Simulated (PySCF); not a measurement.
# SbN⁺: changing the method

Starting from one script, swap the method and compare what comes out for SbN⁺.

Program: PySCF 2.14.0. Level of theory: method and basis as typed in the scripts. These are calculated values, not measurements.

5 further runs of the same task are left out: 1 for a known fault of the program, 4 that didn't finish.

### Step 1. Where the work starts

SbN⁺: 2 atoms, charge 1, spin multiplicity 2.

Bond lengths: Sb1–N2 1.908 Å.

### Step 2. Base script

input.py reads:

```python
from pyscf import gto, scf

mol = gto.M(
    atom='Sb 0 0 0; N 0 0 1.908',
    basis='crenbl',
    ecp={'Sb': 'crenbl', 'N': 'crenbl'},
    charge=1,
    spin=1,
    verbose=3,
)
mf = scf.UHF(mol)
mf.kernel()
mf.stability(internal=True, external=True)
mf.dip_moment()
print('orbital energies (hartree):', [e[max(0, n-3):n+3].round(4) for e, n in zip(mf.mo_energy, mol.nelec)])
```

Launch:

```bash
OMP_NUM_THREADS=1 python input.py
```

The log of this run is left out.

It gives: E(SCF) = -89.809095 Eh, ⟨S²⟩ = 0.798, internal unstable; real -> complex unstable; UHF/UKS -> GHF/GKS unstable.

The bond length is a typed value, not an optimised one. The dipole of an ion depends on the origin. A lower solution of the same kind exists, so this energy is an upper bound.

### Step 3. MP2

Run 1 changes step after the SCF: stability → mp2.

input.py reads:

```python
from pyscf import gto, scf, mp

mol = gto.M(
    atom='Sb 0 0 0; N 0 0 1.908',
    basis='crenbl',
    ecp={'Sb': 'crenbl', 'N': 'crenbl'},
    charge=1,
    spin=1,
    verbose=3,
)
mf = scf.UHF(mol)
mf.kernel()
mp.MP2(mf).kernel()
mf.dip_moment()
print('orbital energies (hartree):', [e[max(0, n-3):n+3].round(4) for e, n in zip(mf.mo_energy, mol.nelec)])
```

Launch:

```bash
OMP_NUM_THREADS=1 python input.py
```

### Step 4. CASCI (ROHF)

Run 2 changes step after the SCF: stability → casci; SCF type: UHF → ROHF; active space: none → 7 electrons in 5 orbitals.

input.py reads:

```python
from pyscf import gto, scf, mcscf

mol = gto.M(
    atom='Sb 0 0 0; N 0 0 1.908',
    basis='crenbl',
    ecp={'Sb': 'crenbl', 'N': 'crenbl'},
    charge=1,
    spin=1,
    verbose=3,
)
mf = scf.ROHF(mol)
mf.kernel()
mc = mcscf.CASCI(mf, 5, 7)
mc.kernel()
mc.analyze()
mf.dip_moment()
print('orbital energies (hartree):', mf.mo_energy[..., max(0, mol.nelec[1]-3):mol.nelec[0]+3].round(4))
```

### Step 5. 0.5*hf+0.5*b88,lyp (UKS)

Run 3 changes functional: none (Hartree–Fock) → 0.5*hf+0.5*b88,lyp; SCF type: UHF → UKS; step after the SCF: stability → analyze.

input.py: that of step 2 with these lines changed.

```diff
@@ -1,2 +1,2 @@
-from pyscf import gto, scf
+from pyscf import gto, dft
 
@@ -10,5 +10,5 @@
 )
-mf = scf.UHF(mol)
+mf = dft.UKS(mol, xc='0.5*hf+0.5*b88,lyp')
 mf.kernel()
-mf.stability(internal=True, external=True)
+mf.mulliken_pop()
 mf.dip_moment()
```

### Step 6. Frequency run

Run 4 changes step after the SCF: stability → frequency.

input.py: that of step 2 with these lines changed.

```diff
@@ -1,2 +1,3 @@
 from pyscf import gto, scf
+from pyscf.hessian import thermo
 
@@ -12,3 +13,4 @@
 mf.kernel()
-mf.stability(internal=True, external=True)
+hess = mf.Hessian().kernel()
+print('wavenumber (cm^-1) =', thermo.harmonic_analysis(mol, hess)['freq_wavenumber'].round(1))
 mf.dip_moment()
```

What does the calculation give? Wanted: for each run, E(SCF); from base; after the SCF.

**Answer**, as computed:

```tsv
run	E(SCF) (hartree)	from base (eV)	after the SCF
base	-89.809095	0	unstable: internal, real -> complex, UHF/UKS -> GHF/GKS
MP2	-89.809095	0.0000	MP2 correlation -10.899 eV
CASCI (ROHF)	-89.807155	+0.0528	CASCI correlation -1.492 eV
0.5*hf+0.5*b88,lyp (UKS)	-91.290242	not comparable	n/a
frequency run	-89.809095	0.0000	highest mode 767 cm⁻¹
```

In words: A lower total energy from another functional means nothing by itself.
